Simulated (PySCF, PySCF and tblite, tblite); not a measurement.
# C7H11BrO: conformers and averaged spectra, part 2 of 2

PySCF and tblite. Atoms count from 0. The steps go on from the part before.

### Step 4. Single-point energy, conformer 1: PBE0/def2-SVP in dimethylsulfoxide

What the job is given:

```
{"job": {"xc": "PBE0", "basis": "def2-SVP", "solvent": "dimethylsulfoxide", "kind": "sp"}, "charge": 0, "multiplicity": 1}
C      3.004887    -0.392280     0.258328
O      1.950988     0.395174     0.751341
C      0.685181     0.133844     0.305579
C      0.311710    -0.847815    -0.511106
C     -1.108161    -1.068859    -0.937778
C     -1.987850     0.147108    -0.663601
C     -1.721721     0.672643     0.741682
C     -0.280970     1.130657     0.858047
Br    -0.039163     2.844697    -0.124881
H      2.889413    -1.441022     0.551563
H      3.910791     0.012336     0.705921
H      3.074272    -0.326023    -0.831966
H      1.028142    -1.566254    -0.877924
H     -1.501836    -1.939976    -0.400603
H     -1.130192    -1.314417    -2.002297
H     -3.039939    -0.119599    -0.773114
H     -1.764111     0.933436    -1.387246
H     -2.397535     1.495634     0.981215
H     -1.883999    -0.125893     1.471531
H     -0.005056     1.387287     1.882272
```

The log of the run:

```text
coarse grid: 75968 points
cycle   1  E = -2921.4110836835  dE =  1.044e-01  |g| = 5.211e-01  |ddm| = 4.750e+00
cycle   2  E = -2921.3834308790  dE =  2.765e-02  |g| = 6.548e-01  |ddm| = 1.205e+00
cycle   3  E = -2921.4691646186  dE = -8.573e-02  |g| = 7.501e-02  |ddm| = 6.823e-01
cycle   4  E = -2921.4700980997  dE = -9.335e-04  |g| = 3.292e-02  |ddm| = 1.024e-01
cycle   5  E = -2921.4703605191  dE = -2.624e-04  |g| = 6.802e-03  |ddm| = 4.733e-02
cycle   6  E = -2921.4703697343  dE = -9.215e-06  |g| = 3.499e-03  |ddm| = 1.198e-02
cycle   7  E = -2921.4703724775  dE = -2.743e-06  |g| = 6.342e-04  |ddm| = 3.956e-03
final grid: 161832 points
cycle   8  E = -2921.4703905977  dE =  5.974e-08  |g| = 9.326e-04  |ddm| = 3.390e-03
cycle   9  E = -2921.4703902431  dE =  3.547e-07  |g| = 1.525e-03  |ddm| = 2.632e-03
cycle  10  E = -2921.4703908003  dE = -5.572e-07  |g| = 9.425e-05  |ddm| = 1.637e-03
cycle  11  E = -2921.4703908021  dE = -1.795e-09  |g| = 1.280e-05  |ddm| = 1.117e-04
cycle  12  E = -2921.4703908021  dE = -3.320e-11  |g| = 5.021e-06  |ddm| = 2.113e-05
converged SCF energy = -2921.4703908021
```

It took 21 s on 1 thread of Arm Neoverse V1, shared host; peak memory 1.1 GiB.

This run: HOMO -6.44 eV, LUMO -0.41 eV; dipole 3.65 D.

### Step 5. Shieldings, conformer 2: WP04/pcSseg-1 in dimethylsulfoxide

What the job is given:

```
{"job": {"xc": "WP04", "basis": "pcSseg-1", "solvent": "dimethylsulfoxide", "kind": "nmr", "pop": false}, "charge": 0, "multiplicity": 1}
C      3.028622    -0.062661    -0.005575
O      1.904305    -0.781674    -0.440792
C      0.664383    -0.286876    -0.158970
C      0.384592     0.854052     0.464370
C     -1.013453     1.344560     0.693949
C     -2.013489     0.626746    -0.207154
C     -1.777557    -0.876974    -0.123896
C     -0.404193    -1.197834    -0.687948
Br     0.066538    -3.063481    -0.248907
H      3.892037    -0.646226    -0.319886
H      3.037040     0.043292     1.083850
H      3.068973     0.929736    -0.466949
H      1.174017     1.490585     0.832529
H     -1.049126     2.421976     0.514584
H     -1.283111     1.185393     1.744039
H     -1.883914     0.960497    -1.239227
H     -3.033739     0.862062     0.099089
H     -1.824251    -1.190065     0.921632
H     -2.541796    -1.426964    -0.676305
H     -0.401027    -1.175465    -1.781468
```

The log of the run:

```text
coarse grid: 75968 points
cycle   1  E = -2943.4533839331  dE = -1.243e-01  |g| = 9.593e-01  |ddm| = 4.205e+00
cycle   2  E = -2943.2931165683  dE =  1.603e-01  |g| = 1.274e+00  |ddm| = 1.779e+00
cycle   3  E = -2943.6050636596  dE = -3.119e-01  |g| = 2.337e-01  |ddm| = 1.193e+00
cycle   4  E = -2943.6120844029  dE = -7.021e-03  |g| = 1.148e-01  |ddm| = 2.270e-01
cycle   5  E = -2943.6148921007  dE = -2.808e-03  |g| = 3.069e-02  |ddm| = 1.080e-01
cycle   6  E = -2943.6150975893  dE = -2.055e-04  |g| = 9.697e-03  |ddm| = 3.355e-02
cycle   7  E = -2943.6151170348  dE = -1.945e-05  |g| = 3.442e-03  |ddm| = 1.026e-02
cycle   8  E = -2943.6151193860  dE = -2.351e-06  |g| = 6.182e-04  |ddm| = 3.523e-03
final grid: 161832 points
cycle   9  E = -2943.6150940032  dE = -2.765e-08  |g| = 9.954e-04  |ddm| = 3.679e-03
cycle  10  E = -2943.6150934828  dE =  5.204e-07  |g| = 1.754e-03  |ddm| = 2.357e-03
cycle  11  E = -2943.6150942332  dE = -7.504e-07  |g| = 1.529e-04  |ddm| = 1.570e-03
cycle  12  E = -2943.6150942388  dE = -5.572e-09  |g| = 2.774e-05  |ddm| = 1.343e-04
cycle  13  E = -2943.6150942390  dE = -1.637e-10  |g| = 9.481e-06  |ddm| = 3.191e-05
converged SCF energy = -2943.6150942390

GIAO shielding tensors (ppm)
atom      isotropic    diamagn.    paramagn.     s11        s22        s33       span
  0 C      117.670     244.620    -126.949     87.496     98.580    166.936     79.440
  1 O      207.140     401.613    -194.474    109.872    241.559    269.988    160.115
  2 C       13.400     257.975    -244.575    -83.835     37.459     86.576    170.412
  3 C       68.504     261.109    -192.605     -8.873     62.007    152.378    161.250
  4 C      145.263     249.833    -104.570    138.704    145.844    151.240     12.536
  5 C      145.407     249.858    -104.451    138.540    146.697    150.984     12.444
  6 C      134.187     249.840    -115.653    115.522    131.002    156.037     40.515
  7 C      105.734     247.288    -141.554     59.790    113.966    143.446     83.656
  8 Br    2046.291    3130.101   -1083.810   1481.428   1628.306   3029.138   1547.710
  9 H       28.011      27.177       0.834     23.718     26.182     34.131     10.413
 10 H       28.419      29.773      -1.354     25.350     25.638     34.269      8.919
 11 H       28.360      29.723      -1.363     24.847     25.756     34.478      9.631
 12 H       27.133      34.941      -7.808     23.399     27.594     30.405      7.006
 13 H       29.831      29.628       0.204     25.171     27.887     36.435     11.264
 14 H       29.644      30.531      -0.887     26.324     27.279     35.328      9.005
 15 H       30.458      31.664      -1.206     26.845     28.710     35.821      8.976
 16 H       30.240      28.006       2.234     25.454     28.146     37.120     11.667
 17 H       30.026      31.750      -1.724     25.603     31.533     32.941      7.338
 18 H       29.607      28.819       0.788     24.351     30.043     34.426     10.075
 19 H       27.076      30.391      -3.315     22.690     26.675     31.862      9.172
```

Run time: 55 s. Hardware: 1 thread of Arm Neoverse V1, shared host; peak memory 1.3 GiB.

This run: HOMO -7.66 eV, LUMO -2.47 eV; dipole 4.14 D.

### Step 6. Single-point energy, conformer 2: PBE0/def2-SVP in dimethylsulfoxide

Changed since step 5:

```diff
@@ -1,2 +1,2 @@
-{"job": {"xc": "WP04", "basis": "pcSseg-1", "solvent": "dimethylsulfoxide", "kind": "nmr", "pop": false}, "charge": 0, "multiplicity": 1}
+{"job": {"xc": "PBE0", "basis": "def2-SVP", "solvent": "dimethylsulfoxide", "kind": "sp"}, "charge": 0, "multiplicity": 1}
 C      3.028622    -0.062661    -0.005575
```

The log of the run:

```text
coarse grid: 75968 points
cycle   1  E = -2921.4079173874  dE =  1.172e-01  |g| = 5.203e-01  |ddm| = 4.786e+00
cycle   2  E = -2921.3796933185  dE =  2.822e-02  |g| = 6.557e-01  |ddm| = 1.208e+00
cycle   3  E = -2921.4659812604  dE = -8.629e-02  |g| = 7.394e-02  |ddm| = 6.768e-01
cycle   4  E = -2921.4668975652  dE = -9.163e-04  |g| = 3.223e-02  |ddm| = 9.866e-02
cycle   5  E = -2921.4671508802  dE = -2.533e-04  |g| = 6.738e-03  |ddm| = 4.472e-02
cycle   6  E = -2921.4671602257  dE = -9.345e-06  |g| = 3.302e-03  |ddm| = 1.156e-02
cycle   7  E = -2921.4671625905  dE = -2.365e-06  |g| = 6.676e-04  |ddm| = 3.856e-03
final grid: 161832 points
cycle   8  E = -2921.4671799719  dE =  6.993e-08  |g| = 1.007e-03  |ddm| = 3.474e-03
cycle   9  E = -2921.4671795464  dE =  4.255e-07  |g| = 1.666e-03  |ddm| = 2.827e-03
cycle  10  E = -2921.4671802082  dE = -6.618e-07  |g| = 9.707e-05  |ddm| = 1.780e-03
cycle  11  E = -2921.4671802101  dE = -1.850e-09  |g| = 1.231e-05  |ddm| = 1.150e-04
cycle  12  E = -2921.4671802101  dE = -2.638e-11  |g| = 5.999e-06  |ddm| = 2.224e-05
converged SCF energy = -2921.4671802101
```

Run time: 21 s. Hardware: 1 thread of Arm Neoverse V1, shared host; peak memory 1.1 GiB.

In short: HOMO -6.44 eV, LUMO -0.14 eV; dipole 3.86 D.

### Step 7. The ensemble: properties at WP04/pcSseg-1 in dimethylsulfoxide

What the job is given:

```
{"job": {"study": "conf", "smiles": "COC1=CCCC[C@@H]1Br", "search": {"seed": 8477, "n_embed": 90, "ff_keep": 18, "window": 3.0, "nmax": 6, "temps": [220, 260, 298.15, 340, 380], "t_ref": 298.15, "order": 0.001}, "level": {"nmr": {"xc": "WP04", "basis": "pcSseg-1", "solvent": "dimethylsulfoxide"}, "sp": {"xc": "PBE0", "basis": "def2-SVP", "solvent": "dimethylsulfoxide"}}, "kind": "conf"}, "charge": 0, "multiplicity": 1}
C      3.004887    -0.392280     0.258328
O      1.950988     0.395174     0.751341
C      0.685181     0.133844     0.305579
C      0.311710    -0.847815    -0.511106
C     -1.108161    -1.068859    -0.937778
C     -1.987850     0.147108    -0.663601
C     -1.721721     0.672643     0.741682
C     -0.280970     1.130657     0.858047
Br    -0.039163     2.844697    -0.124881
H      2.889413    -1.441022     0.551563
H      3.910791     0.012336     0.705921
H      3.074272    -0.326023    -0.831966
H      1.028142    -1.566254    -0.877924
H     -1.501836    -1.939976    -0.400603
H     -1.130192    -1.314417    -2.002297
H     -3.039939    -0.119599    -0.773114
H     -1.764111     0.933436    -1.387246
H     -2.397535     1.495634     0.981215
H     -1.883999    -0.125893     1.471531
H     -0.005056     1.387287     1.882272
```

The log of the run:

```text
conformer  sym    E(xTB)   E(DFT)   G(298.15 K)  weight  dipole/D
    1     C1      0.000    0.000    0.000   0.9743    3.654
    2     C1      1.397    2.233    2.155   0.0257    3.856

mean shielding (ppm) by class
class atoms           220 K      260 K   298.15 K      340 K      380 K
  0 C  0            117.279    117.283    117.287    117.293    117.299
  1 O  1            210.573    210.545    210.508    210.458    210.403
  2 C  2             10.547      10.57     10.601     10.643     10.688
  3 C  3             67.919     67.923      67.93     67.938     67.948
  4 C  4            145.489    145.487    145.485    145.482    145.478
  5 C  5            151.346    151.297    151.233    151.146    151.051
  6 C  6            137.075    137.052    137.021    136.978    136.932
  7 C  7            105.695    105.695    105.695    105.696    105.697
  8 Br 8           1964.686   1965.349   1966.233   1967.433   1968.739
  9 H  9,10,11       28.266     28.266     28.266     28.266     28.266
 10 H  12            27.145     27.145     27.145     27.144     27.144
 11 H  13            29.679      29.68     29.682     29.684     29.687
 12 H  14            29.683     29.683     29.682     29.682     29.681
 13 H  15            30.344     30.345     30.346     30.348      30.35
 14 H  16            29.952     29.954     29.957     29.961     29.966
 15 H  17            29.849     29.851     29.853     29.855     29.858
 16 H  18            29.846     29.844     29.841     29.838     29.834
 17 H  19            27.266     27.264     27.262     27.259     27.256
```

It took 2.9 min on 1 thread of Arm Neoverse V1, shared host. This counts the runs that the step sums up.

The search (ETKDG and KDG, MMFF94s, GFN2-xTB) embedded 90 structures, kept 4 distinct ones after the force field and 3 after xTB; 2 were carried on (window 3.0 kcal/mol at the search's own energies). Energies: PBE0/def2-SVP in dimethylsulfoxide with D3(BJ).

Conformer by conformer (298 K):

```tsv
no.	group	mirror pair	ΔE xTB	ΔE DFT	ΔG	weight (%)	μ (D)	C0–O1–C2–C7 (°)	A, B, C (GHz)
1	C1	no	0.00	0.00	0.00	97.4	3.65	-176	1.33, 1.00, 0.65
2	C1	no	1.40	2.23	2.15	2.6	3.86	-179	1.42, 0.93, 0.59
```

Energies in kcal/mol. ΔG holds xTB vibrations and rotation, symmetry numbers and mirror pairs.

Weights (%) by temperature:

```tsv
no.	220 K	260 K	298 K	340 K	380 K
1	99.3	98.5	97.4	96.0	94.4
2	0.7	1.5	2.6	4.0	5.6
```

Other ways of weighting, at the same temperature:

```tsv
scheme	1	2	mean μ (D)
DFT free energy	97	3	3.66
DFT energy, symmetry counted	98	2	3.66
DFT energy alone	98	2	3.66
xTB energy, symmetry counted	91	9	3.67
xTB free energy	90	10	3.67
lowest conformer only	100	0	3.65
equal weights	50	50	3.75
```

Shifts against references run at the same level (¹³C TMS 175.9, ¹H TMS 31.98 ppm of shielding), by class of atoms, at 298 K:

```tsv
atoms	environment	no. 1	no. 2	average
C2	alkene carbon bearing oxygen	165.4	162.5	165.3
C3	β carbon of an enol-ether or enamine type C=C	108.0	107.4	108.0
C7	allylic sp3 CH bonded to Br	70.2	70.2	70.2
C0	methyl carbon bonded to O	58.7	58.3	58.7
C6	sp3 CH2 in a ring	38.8	41.8	38.9
C4	allylic sp3 CH2	30.5	30.7	30.5
C5	sp3 CH2 in a ring	24.6	30.5	24.7
H12	hydrogen on a β carbon of an enol-ether or enamine type C=C	4.83	4.84	4.83
H19	hydrogen on an allylic sp3 CH bonded to Br	4.71	4.90	4.71
H9, H10, H11	hydrogen on a methyl carbon bonded to O	3.71	3.71	3.71
H13	hydrogen on an allylic sp3 CH2	2.30	2.15	2.30
H14	hydrogen on an allylic sp3 CH2	2.29	2.33	2.30
H18	hydrogen on an sp3 CH2 in a ring	2.13	2.37	2.14
H17	hydrogen on an sp3 CH2 in a ring	2.13	1.95	2.12
H16	hydrogen on an sp3 CH2 in a ring	2.03	1.74	2.02
H15	hydrogen on an sp3 CH2 in a ring	1.63	1.52	1.63
O1	ether oxygen	210.6 (σ)	207.1 (σ)	210.5 (σ)
Br8	bromine bonded to C	1964 (σ)	2046 (σ)	1966 (σ)
```

Effective distances for nuclear Overhauser effects, ⟨r⁻⁶⟩^(−1/6) over all pairs of two classes (Å): H13···H14 1.76; H15···H16 1.76; H17···H18 1.77; H13···H15 2.41; H14···H16 2.42; H12···H14 2.45; H18···H19 2.45; H15···H17 2.48.

### Step 8. Outcome

The summary covers parts 1 to 2.

| quantity | value |
| --- | --- |
| conformers | 2; the first in weight is no. 1 (C1), 97 % at 298 K |
| root-mean-square dipole | 3.66 D |
| averaged ¹³C shifts (WP04/pcSseg-1 in dimethylsulfoxide) | 165.3, 108.0, 70.2, 58.7, 38.9, 30.5, 24.7 ppm |
| averaged ¹H shifts (WP04/pcSseg-1 in dimethylsulfoxide) | 4.83, 4.71, 3.71, 2.30, 2.30, 2.14, 2.12, 2.02, 1.63 ppm |

**Reading.** Conformer 1 leads with 97 % at 298 K, and its share goes from 99 % at 220 K to 94 % at 380 K. Spin-orbit coupling is left out, which matters at and beside the heavy atoms.
